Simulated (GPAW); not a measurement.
# Mg6SiB (Amm2) in GPAW: reference runs

Aim: a first look at Mg6SiB with PBEsol, on the cell as given.

Program: GPAW 26.7.0. These are calculated values, not measurements. Logs are shortened: lines on timing, memory, paths and dates and some standing lists are left out, and cuts for length are marked. The log counts tension as positive stress, the text compression.

### 1 The structure

It takes space group Amm2 (No. 38, orthorhombic). The conventional cell has a = 3.976 Å, b = 7.783 Å, c = 9.876 Å, α = 90.00°, β = 90.00°, γ = 90.00°. Si (site symmetry mm2) is surrounded by 8 Mg at 2.69 to 3.04 Å. Around Mg (site symmetry mm2) lie 2 Si at 2.76 Å and 8 Mg at 3.03 to 3.16 Å. Mg (site symmetry m) is surrounded by 1 B at 2.56 Å and 2 Si at 2.69 Å. Mg (site symmetry mm2) has 2 B at 2.46 Å as nearest neighbours. Around Mg (site symmetry m) lie 2 B at 2.69 Å and 2 Mg at 2.88 to 2.92 Å and 1 Si at 3.04 Å. Around B (site symmetry mm2) lie 8 Mg at 2.46 to 2.69 Å.

The cell comes from a database or a generator and needn't be the stable form of this composition.

### 2 Single point, PBEsol

run.py

```python
from ase import Atoms
from ase.dft.bandgap import bandgap
from ase.io import write
from ase.units import Bohr, GPa
from gpaw import GPAW, PW, setup_paths
from gpaw.elf import elf_from_dft_calculation

setup_paths.insert(0, '.')

atoms = Atoms(['Si', 'Mg', 'Mg', 'Mg', 'Mg', 'Mg', 'Mg', 'B'],
              cell=[[3.975708, 0.0, 0.0],
                    [0.0, 3.89167, 4.938007],
                    [0.0, -3.89167, 4.938007]],
              scaled_positions=[[0.0, 0.946496, 0.946496],
                                [0.5, 0.140363, 0.140363],
                                [0.5, 0.102227, 0.663645],
                                [0.5, 0.663645, 0.102227],
                                [0.0, 0.371365, 0.371365],
                                [0.0, 0.444203, 0.813606],
                                [0.0, 0.813606, 0.444203],
                                [0.5, 0.518093, 0.518093]],
              pbc=True)

calc = GPAW(mode=PW(800),
            xc='PBEsol',
            kpts={'size': (7, 5, 5), 'gamma': True},
            occupations={'name': 'fermi-dirac', 'width': 0.05},
            nbands=54,
            convergence={'density': 1e-05, 'energy': 1e-05},
            maxiter=150,
            txt='gpaw.txt')
atoms.calc = calc
energy = atoms.get_potential_energy()
forces = atoms.get_forces()
stress = atoms.get_stress()
calc.write('gs.gpw')
write('result.traj', atoms)
print(f'Energy: {energy:.6f} eV')
print('Forces (eV/A):')
print(forces.round(4))
print('Stress (GPa):', (stress / GPa).round(3))
print('Fermi level:', round(calc.get_fermi_level(), 4), 'eV')
print(f'Gap: {bandgap(calc)[0]:.4f} eV, direct: {bandgap(calc, direct=True)[0]:.4f} eV')

# fields on the real-space grid
write('density.cube', atoms, data=calc.get_pseudo_density() * Bohr**3)
write('potential.cube', atoms, data=calc.get_electrostatic_potential())
write('elf.cube', atoms, data=elf_from_dft_calculation(calc).data)
```

Potentials or basis: PAW data sets generated in the run's folder for this functional, pw.

Started as:

```bash
gpaw-setup -f PBEsol B Mg Si
OMP_NUM_THREADS=1 python run.py
```

gpaw.txt:

```text
__  _  _
 | _ |_)|_||  |
 |__||  | ||/\| - 26.7.0

Input parameters:
  mode=PW(ecut=800.0),
  convergence={'density': 1e-05, 'energy': 1e-05},
  kpts=MonkhorstPack(size=(7, 5, 5), gamma=True),
  maxiter=150,
  nbands=54,
  occupations=Occupations(name='fermi-dirac', width=0.05),
  xc=XC(name='PBEsol')

Diagonalizing LCAO Hamiltonian
Converting LCAO to pw mode

         Si

         Mg

        Mg   B
               Mg
         Mg
            Mg

             Mg

Atoms  # Å, Bohr magnetons
|   | symbol |        x |         y |        z |    initial magnetic moments |
|---|--------|----------|-----------|----------|-----------------------------|
| 0 |     Si | 0.000000 | -0.000000 | 9.347608 | ( 0.0000,  0.0000,  0.0000) |
| 1 |     Mg | 1.987854 |  0.000000 | 1.386227 | ( 0.0000,  0.0000,  0.0000) |
| 2 |     Mg | 1.987854 | -2.184854 | 3.781881 | ( 0.0000,  0.0000,  0.0000) |
| 3 |     Mg | 1.987854 |  2.184854 | 3.781881 | ( 0.0000,  0.0000,  0.0000) |
| 4 |     Mg | 0.000000 |  0.000000 | 3.667606 | ( 0.0000,  0.0000,  0.0000) |
| 5 |     Mg | 0.000000 | -1.437595 | 6.211070 | ( 0.0000,  0.0000,  0.0000) |
| 6 |     Mg | 0.000000 |  1.437595 | 6.211070 | ( 0.0000,  0.0000,  0.0000) |
| 7 |      B | 1.987854 | -0.000000 | 5.116694 | ( 0.0000,  0.0000,  0.0000) |

Unit cell  # Å
| periodic |        x |         y |        z |  lengths |    angles |
|----------|----------|-----------|----------|----------|-----------|
|      yes | 3.975708 |  0.000000 | 0.000000 | 3.975708 | 76.483671 |
|      yes | 0.000000 |  3.891670 | 4.938007 | 6.287210 | 90.000000 |
|      yes | 0.000000 | -3.891670 | 4.938007 | 6.287210 | 90.000000 |

Number of symmetries: 4
Symmetry operations  # r_c * U_cc + t_c -> r_c
|   | kind |            matrix            |
|---|------|------------------------------|
| 0 |  E   |  1, 0, 0,  0, 1, 0,  0, 0, 1 |
| 1 |  σ   |  1, 0, 0,  0, 0, 1,  0, 1, 0 |
| 2 |  σ   | -1, 0, 0,  0, 1, 0,  0, 0, 1 |
| 3 |  C2  | -1, 0, 0,  0, 0, 1,  0, 1, 0 |

BZ-sampling:
  Number of BZ points: 175
  Number of IBZ points: 36

  Monkhorst-Pack size: [7, 5, 5]
  Monkhorst-Pack shift: [0, 0, 0]

K-points  # in reciprocal-cell coordinates
|     |                                coordinates |     weight |
|-----|--------------------------------------------|------------|
|   0 | (  0.00000000,   0.00000000,   0.00000000) | 0.00571429 |
|   1 | (  0.00000000,   0.20000000,  -0.20000000) | 0.01142857 |
|   2 | (  0.00000000,   0.20000000,   0.00000000) | 0.02285714 |
|   3 | (  0.00000000,   0.20000000,   0.20000000) | 0.01142857 |
|   4 | (  0.00000000,   0.40000000,  -0.40000000) | 0.01142857 |
|   5 | (  0.00000000,   0.40000000,  -0.20000000) | 0.02285714 |
|   6 | (  0.00000000,   0.40000000,   0.00000000) | 0.02285714 |
|   7 | (  0.00000000,   0.40000000,   0.20000000) | 0.02285714 |
|   8 | (  0.00000000,   0.40000000,   0.40000000) | 0.01142857 |
|   9 | (  0.14285714,   0.00000000,   0.00000000) | 0.01142857 |
| ... |                                            |            |
|  35 | (  0.42857143,   0.40000000,   0.40000000) | 0.02285714 |

Plane wave coefficients: 7885
Cutoff: 800.0 eV

Spin-components: 1 (collinear spins)
Bands:           54
Projectors:      40
Spin-degeneracy: 2
Datatype:        complex128

Parallelization:
  kpt:    1
  domain: 1
  band:   1

Density:
  Valence electrons: 67.0
  Components: 1
  Grid points: [27 42 42]
  Charge: 0.0  # |e|

Potential:
  Grid points: [27 42 42]

species:
  Si:
    name:    Silicon
    Z:       14.0
    valence: 4
    core:    10
    charge:  0.0  # [|e|]
    compensation charges:
      type: gauss
      rc: 0.33  # [Å]
      lmax: 2
    cutoffs:
      filter: 1.86  # [Å]
      core: 2.06  # [Å]
    projectors
    | kind |    occ | energy [eV] | rcut [Å] |
    |------|--------|-------------|----------|
    |   3s |  2.000 |     -10.768 |    1.058 |
    |   3p |  2.000 |      -4.057 |    1.058 |
    |    s |        |      16.444 |    1.058 |
    |    p |        |      23.155 |    1.058 |
    |    d |        |       0.000 |    1.058 |

    Using partial waves for Si as LCAO basis

  Mg:
    name:    Magnesium
    Z:       12.0
    valence: 10
    core:    2
    charge:  0.0  # [|e|]
    compensation charges:
      type: gauss
      rc: 0.33  # [Å]
      lmax: 2
    cutoffs:
      filter: 1.86  # [Å]
      core: 0.54  # [Å]
    projectors
    | kind |    occ | energy [eV] | rcut [Å] |
    |------|--------|-------------|----------|
    |   2s |  2.000 |     -79.588 |    1.090 |
    |   3s |  2.000 |      -4.679 |    1.090 |
    |   2p |  6.000 |     -46.550 |    1.085 |
    |   3p |  0.000 |      -1.306 |    1.085 |
    |    d |        |       0.000 |    1.037 |

    Using partial waves for Mg as LCAO basis

  B:
    name:    Boron
    Z:       5.0
    valence: 3
    core:    2
    charge:  0.0  # [|e|]
    compensation charges:
      type: gauss
      rc: 0.20  # [Å]
      lmax: 2
    cutoffs:
      filter: 1.14  # [Å]
      core: 1.42  # [Å]
    projectors
    | kind |    occ | energy [eV] | rcut [Å] |
    |------|--------|-------------|----------|
    |   2s |  2.000 |      -9.361 |    0.635 |
    |   2p |  1.000 |      -3.555 |    0.635 |
    |    s |        |      17.850 |    0.635 |
    |    p |        |      23.657 |    0.635 |
    |    d |        |       0.000 |    0.635 |

    Using partial waves for B as LCAO basis

Reference energy: -41163.666045  # eV

eigensolver:
  PPCG
  Converge bands: occupied
  niter=2

density mixing:
  MSR1-Mixer
  Pratt-step length: 0.05
  Maximum mixing coefficient: 0.75
  Old densities: 10
  SVD Regularization: 0.005
  Good broyden scale: 1.0
  Trust region scale: 1.0
  Backstep threshold: 4.0
  History deletion threshold: 6.0
  Fourier metric: weight=20.0, sigma=0.015

occupation numbers:
  Fermi-Dirac:
    width: 0.0500  # eV

poisson solver:
  ecut: 6400.0  # eV

xc functional:
  name: PBEsol with 2 nearest neighbor stencil

convergence criteria:
[... 6 lines left out ...]
|iter     | |      energy | eigst |  dens |
|---------|-|-------------|-------|-------|
|iter:   1| |  -24.070015 | +0.36 |       |
|iter:   2| |  -23.535875 | -1.59 | -1.20 |
|iter:   3| |  -22.425238 | -1.46 | -1.27 |
|iter:   4| |  -22.398313 | -2.63 | -1.69 |
|iter:   5| |  -22.397569 | -2.69 | -1.91 |
|iter:   6| |  -22.396918 | -3.79 | -2.61 |
|iter:   7| |  -22.396020 | -4.60 | -2.85 |
|iter:   8| |  -22.395978 | -5.68 | -3.47 |
|iter:   9| |  -22.395983c| -6.51 | -3.94 |
|iter:  10| |  -22.395983c| -7.46c| -4.42 |
|iter:  11| |  -22.395983c| -8.02c| -5.02c|

Converged in 11 steps
Energy contributions relative to reference atoms: (reference = -41163.666045)

Energy contributions:
  Kinetic:           0.425375
  Coulomb:           9.534010
  Zero:             -0.258141
  External:          0.000000
  Xc:              -32.085243
  Entropy:          -0.023968
  Spinorbit:         0.000000
  ----------------------------
  Free energy:     -22.407967
  Extrapolated:    -22.395983

dipole moment: (-25.849139, -0.000000, 6.904910)  # |e|*Ang

Fermi level: 4.289
Eigenvalues  # (at kpt = [0.000, 0.000, 0.000])
| band index |      eig [eV] | occ [0-2] |
|------------|---------------|-----------|
|          0 |       -71.426 |     2.000 |
|        ... |               |           |
|         25 |        -2.670 |     2.000 |
|         26 |        -0.119 |     2.000 |
|         27 |         0.471 |     2.000 |
|         28 |         1.324 |     2.000 |
|         29 |         1.679 |     2.000 |
|         30 |         2.087 |     2.000 |
[... 8 lines left out ...]
|         39 |         8.667 |     0.000 |
|         40 |         9.364 |     0.000 |
|        ... |               |           |
|         53 |        13.774 |     0.000 |

No gap
No difference between direct/indirect transitions

Forces  # eV/Ang
|        x |        y |        z |
|----------|----------|----------|
|  0.00000 | -0.00000 |  0.09828 |  # Si   0
|  0.00000 |  0.00000 |  0.03245 |  # Mg   1
| -0.00000 |  0.02175 | -0.00512 |  # Mg   2
| -0.00000 | -0.02175 | -0.00512 |  # Mg   3
|  0.00000 |  0.00000 | -0.01566 |  # Mg   4
|  0.00000 | -0.04024 | -0.05111 |  # Mg   5
| -0.00000 |  0.04024 | -0.05111 |  # Mg   6
|  0.00000 |  0.00000 | -0.00254 |  # B    7

Stress tensor  # eV/Ang^3
|        x |        y |        z |
|----------|----------|----------|
| 0.005894 | 0.000000 | 0.000000 |
| 0.000000 | 0.004316 | 0.000000 |
| 0.000000 | 0.000000 | 0.010710 |

# Writing to gs.gpw (mode='')
```

It took 5 min on 1 thread of Arm Neoverse V2, shared host; peak memory 0.55 GiB.

Results:

- Free energy: -22.4080 eV
- Pressure: -1.1 GPa
- Largest force: 0.098 eV/Å
- Band gap on the k mesh: none (metal or under the smearing width)

Forces on the atoms (eV/Å):
```
Si   0.000  0.000  0.098
Mg   0.000  0.000  0.032
Mg   0.000  0.022 -0.005
Mg   0.000 -0.022 -0.005
Mg   0.000  0.000 -0.016
Mg   0.000 -0.040 -0.051
Mg   0.000  0.040 -0.051
B    0.000  0.000 -0.003
```

Stress tensor (GPa, compression positive):
```
-0.94  0.00  0.00
 0.00 -0.69  0.00
 0.00  0.00 -1.72
```
